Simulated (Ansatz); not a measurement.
# MoS (CsCl type): response to moved atoms and strain

Aim: move atoms of MoS (CsCl type) or strain its cell, and read the forces, the stress and the rise in energy. This structure was made by substitution into a known type, so it needn't be the compound's stable form.

Computed with Ansatz 0.2.0 (DFT PBEsol, scalar-relativistic, plane waves, PAW, unless a step's input says otherwise).

## Step 1: The system as given

The structure is cubic, space group Pm-3m (No. 221). Conventional cell: a = 2.969 Å, b = 2.969 Å, c = 2.969 Å, α = 90.00°, β = 90.00°, γ = 90.00°. Mo (site symmetry m-3m) has 8 S at 2.57 Å as nearest neighbours. S (site symmetry m-3m) has 8 Mo at 2.57 Å as nearest neighbours.

Structure file:

```cif
data_structure
_symmetry_space_group_name_H-M 'Pm-3m'
_symmetry_Int_Tables_number 221
_cell_length_a 2.9692
_cell_length_b 2.9692
_cell_length_c 2.9692
_cell_angle_alpha 90.000
_cell_angle_beta 90.000
_cell_angle_gamma 90.000
_cell_volume 26.18
loop_
_atom_site_label
_atom_site_type_symbol
_atom_site_symmetry_multiplicity
_atom_site_Wyckoff_symbol
_atom_site_fract_x
_atom_site_fract_y
_atom_site_fract_z
_atom_site_occupancy
Mo1 Mo 1 a 0.00000 0.00000 0.00000 1
S1 S 1 b 0.50000 0.50000 0.50000 1
```

This cell comes from an earlier session at PBEsol: 13.089 Å³/atom at -0.03 GPa, on a 10×10×10 mesh.

The changes: atom 2 (S) moved 0.05 Å along y; strain e1 = +0.03, atoms carried along.

## Step 2: Atom 2 (S) moved 0.05 Å along y

input.yaml

```yaml
crystal:
  lattice:
    - [2.9692497936, 0.0, 0.0]
    - [0.0, 2.9692497936, 0.0]
    - [0.0, 0.0, 2.9692497936]
  atoms:
    - { symbol: Mo, position: [0.0, 0.0, 0.0], spin: 0.05 }
    - { symbol: S, position: [0.5, 0.5168392703, 0.5] }
basis:
  ecutwfc: 420
  ecutrho_ratio: 4
kpoints:
  mp_grid: { grid: [10, 10, 10] }
hamiltonian:
  xc: pbesol
scf:
  occupations: { method: gaussian, width: 0.05 }
  lower_state_search: "off"
output:
  forces: true
  stress: true
  eigenvalues: true
  populations: true
magnetization:
  spin_polarized: true
checkpoint:
  read: start.run
  write: ck
  compress: false
  write_wavefunctions: false
  write_every: 100000
```

start.run holds the converged state of the cell before the atoms were moved.

The log of the run, shortened:

```text
Warning: checkpoint.read: the run can stay near the saved state's solution: 1 site(s) moved relative to the saved geometry (max |Δs| = 1.684e-2 fractional); the SCF starts from the saved state under `checkpoint.density_extrapolation: transplant`, in force with no word given. A run without [...]
Warning: RAYON_NUM_THREADS=4 ignored (pool sized by the plan → 4); use --threads N
[...]
Pseudopotentials: kind: paw
Pseudopotential: Mo, paw, valence charge 14, recommended cutoff 420 eV (normal), Mo.paw.azcp
Pseudopotential: S, paw, valence charge 6, recommended cutoff 420 eV (normal), S.paw.azcp
Functional definition: PBEsol
[...]
Crystal: 2 atoms, lattice volume = 26.178 Å³
Basis set: ecut = 420 eV, 485 PW (Γ), exchange–correlation on 40×40×40 points (8 copies of the dense FFT grid, shifted against one another)
Bands: 15, of which v1, the nominal top of the filled ones, is band 10 counted from 1 (9 counted from 0)
Symmetry: 8 space group operations
Space group: P4mm (ITA 99), of the structure as read, at distance tolerance 3.0e-5 Å
Magnetic group: BNS 99.163 (UNI 823), of the structure as read, at distance tolerance 3.0e-5 Å
k-points: 126 of 1000 (time reversal used)
[...]
Starting moments: Σ|m| = 0.05 μB on 1 of 2 sites; this step starts from the density that it was given
[...]
SCF iter   1: F=—  HF=-5783.035359 eV  |F-HF|=—  |Δ(HF+E_count)|=         —  Δρ=1.62e-3 (↑1.62e-3 ↓1.62e-3)  dr2=2.94e-3  dr2_m=1.57e-13  M=0.000 μB ∫|m|=0.000 μB  β_m=0.30  ethr=1.45e-5  ⟨swp⟩=1.4  Hψ=26416  notcnv=0
[...]
SCF iter   6: F=-5783.034488 eV  HF=-5783.034488 eV  |F-HF|=8.51e-10  |Δ(HF+E_count)|=   1.33e-8  Δρ=4.26e-6 (↑4.26e-6 ↓4.26e-6)  dr2=6.48e-9  dr2_m=2.84e-14  M=0.000 μB ∫|m|=0.000 μB  ethr=5.00e-10  ⟨swp⟩=4.7  Hψ=13919  notcnv=0
WARN: the starting moments were not kept: the SCF closed with an absolute magnetisation of 4.0e-7 μB, where they sum to 0.05 μB in size (1 site). That is at most 0.1 of that sum. Measured as dr2_m measures the in/out step, that magnetisation stands 5.1e-14 eV from none, at or under the [...]
SCF converged after 6 iterations
Magnetization: 0.0000 μB (10.0000 up, 10.0000 down)
Absolute magnetization: 0.0000 μB (∫|ρ↑−ρ↓|, with the PAW one-centre terms)
Spin contamination: 0.0000 ħ² per cell (⟨S²⟩ above its minimum at these occupations)
Per-site moments (μB) at R_I (Å): [(3.0280045610025476e-7, 1.0489487118988956), (1.4217035766627435e-9, 1.0489487118988956)]
Free energy (F): -5783.034488 eV
[...]
E sigma→0 (E₀):  -5783.033476 eV
Entropy (-TS):   -0.002024 eV (-1.012 meV/atom)
Fermi energy:    19.618970 eV
[...]
--- Forces (eV/Å), atoms counted from 1 ---
  atom   1  Mo     0.00000000     0.17877592     0.00000000
  atom   2  S      0.00000000    -0.17880919     0.00000000
[...]
--- Stress (GPa, compression-positive) ---
        0.166831       0.000000       0.000000
        0.000000       0.269924       0.000000
        0.000000       0.000000       0.166831
  P = ⅓ Tr σ = 0.2012 GPa (2.012 kbar)
--- Band table (eV; the first three rows and the last of 252) ---
  k-point 0 ↑: bands = ["-41.5570", "-15.4980", "-15.4980", "-15.4975", "2.4669", "15.1156", "15.1519", "17.1529", "17.1529", "17.2212", "20.3807", "20.4021", "20.4021", "24.2911", "28.8162"]
[...]
--- Löwdin populations: 2 sites ---
  site symbol       q [e]    m [muB]
     0     Mo     13.9532     0.0000
     1      S      5.8394    -0.0000
  spilling = 0.010373 (of n_electrons = 20.000000)
```

Wall time 4.5 s (4 threads of an Arm CPU, shared host); peak memory 0.39 GiB.

In short: volume 13.089 Å³/atom, pressure 0.20 GPa, a metal on this mesh, no moment left.

Forces on the atoms, as numbers:

```
atom  x (eV/Å)  y (eV/Å)  z (eV/Å)
 Mo1     0.000     0.179     0.000
  S2     0.000    -0.179     0.000
```

## Step 3: Strain e1 = +0.03, atoms carried along

input.yaml

```yaml
crystal:
  lattice:
    - [3.0583272874, 0.0, 0.0]
    - [0.0, 2.9692497936, 0.0]
    - [0.0, 0.0, 2.9692497936]
  atoms:
    - { symbol: Mo, position: [0.0, 0.0, 0.0], spin: 0.05 }
    - { symbol: S, position: [0.5, 0.5, 0.5] }
basis:
  ecutwfc: 420
  ecutrho_ratio: 4
kpoints:
  mp_grid: { grid: [10, 10, 10] }
hamiltonian:
  xc: pbesol
scf:
  occupations: { method: gaussian, width: 0.05 }
output:
  forces: true
  stress: true
  eigenvalues: true
  populations: true
magnetization:
  spin_polarized: true
```

The log of the run, shortened:

```text
Warning: RAYON_NUM_THREADS=4 ignored (pool sized by the plan → 4); use --threads N
[...]
Pseudopotentials: kind: paw
Pseudopotential: Mo, paw, valence charge 14, recommended cutoff 420 eV (normal), Mo.paw.azcp
Pseudopotential: S, paw, valence charge 6, recommended cutoff 420 eV (normal), S.paw.azcp
Functional definition: PBEsol
[...]
Crystal: 2 atoms, lattice volume = 26.964 Å³
Basis set: ecut = 420 eV, 511 PW (Γ), exchange–correlation on 48×40×40 points (8 copies of the dense FFT grid, shifted against one another)
Bands: 15, of which v1, the nominal top of the filled ones, is band 10 counted from 1 (9 counted from 0)
Symmetry: 16 space group operations
Space group: P4/mmm (ITA 123), of the structure as read, at distance tolerance 3.0e-5 Å
Magnetic group: BNS 123.339 (UNI 999), of the structure as read, at distance tolerance 3.0e-5 Å
k-points: 126 of 1000
[...]
Starting moments: Σ|m| = 0.05 μB on 1 of 2 sites
[...]
WARN: the starting moments were not kept: the SCF closed with an absolute magnetisation of 5.3e-6 μB, where they sum to 0.05 μB in size (1 site). That is at most 0.1 of that sum. Measured as dr2_m measures the in/out step, that magnetisation stands 6.2e-12 eV from none, at or under the [...]
Absolute magnetization: 0.0000 μB (∫|ρ↑−ρ↓|, with the PAW one-centre terms)
Spin contamination: 0.0000 ħ² per cell (⟨S²⟩ above its minimum at these occupations)
Per-site moments (μB) at R_I (Å): [(3.0310869469957588e-6, 1.0714336029633698), (-1.2963548498310602e-6, 1.0714336029633698)]
Free energy (F): -5783.008142 eV
[...]
E sigma→0 (E₀):  -5783.007601 eV
Entropy (-TS):   -0.001082 eV (-0.541 meV/atom)
Fermi energy:    18.927393 eV
[...]
--- Forces (eV/Å), atoms counted from 1 ---
  atom   1  Mo     0.00000000     0.00000000     0.00000000
  atom   2  S      0.00000000    -0.00000000     0.00000000
[...]
--- Stress (GPa, compression-positive) ---
      -12.776371      -0.000000       0.000000
       -0.000000      -3.350793       0.000000
        0.000000       0.000000      -3.350793
  P = ⅓ Tr σ = -6.4927 GPa (-64.927 kbar)
--- Band table (eV; the first three rows and the last of 252) ---
  k-point 0 ↑: bands = ["-42.2520", "-16.2425", "-16.1751", "-16.1751", "2.0305", "14.6504", "14.6902", "16.1593", "16.6876", "16.6876", "19.6000", "19.6000", "19.8643", "23.2380", "27.8996"]
[...]
--- Löwdin populations: 2 sites ---
  site symbol       q [e]    m [muB]
     0     Mo     13.9272     0.0000
     1      S      5.8721    -0.0000
  spilling = 0.010037 (of n_electrons = 20.000000)
```

Wall time 3.7 s (4 threads of an Arm CPU, shared host); peak memory 0.38 GiB.

Result: volume 13.482 Å³/atom, pressure -6.49 GPa, a metal on this mesh, no moment left.

## Step 4: The distortions side by side

| change | change of free energy (meV/atom) | largest force (eV/Å) | largest change of stress (GPa) |
| --- | --- | --- | --- |
| atom 2 (S) moved 0.05 Å along y | 2.30 | 0.179 | 0.30 |
| strain e1 = +0.03, atoms carried along | 15.47 | 0.000 | 12.75 |

Moving atom 2 by 0.05 Å meets a restoring force of 0.179 eV/Å along the move, a force constant of about 3.6 eV/Å². The strain e1 = +0.03 changes that stress component by -12.75 GPa (compression positive), a ratio of 425 GPa; that is a secant over a finite strain with the atoms carried along, not the elastic constant. Not one of these changes lowers the energy. The starting moments of this run died out; other starts can end magnetic.
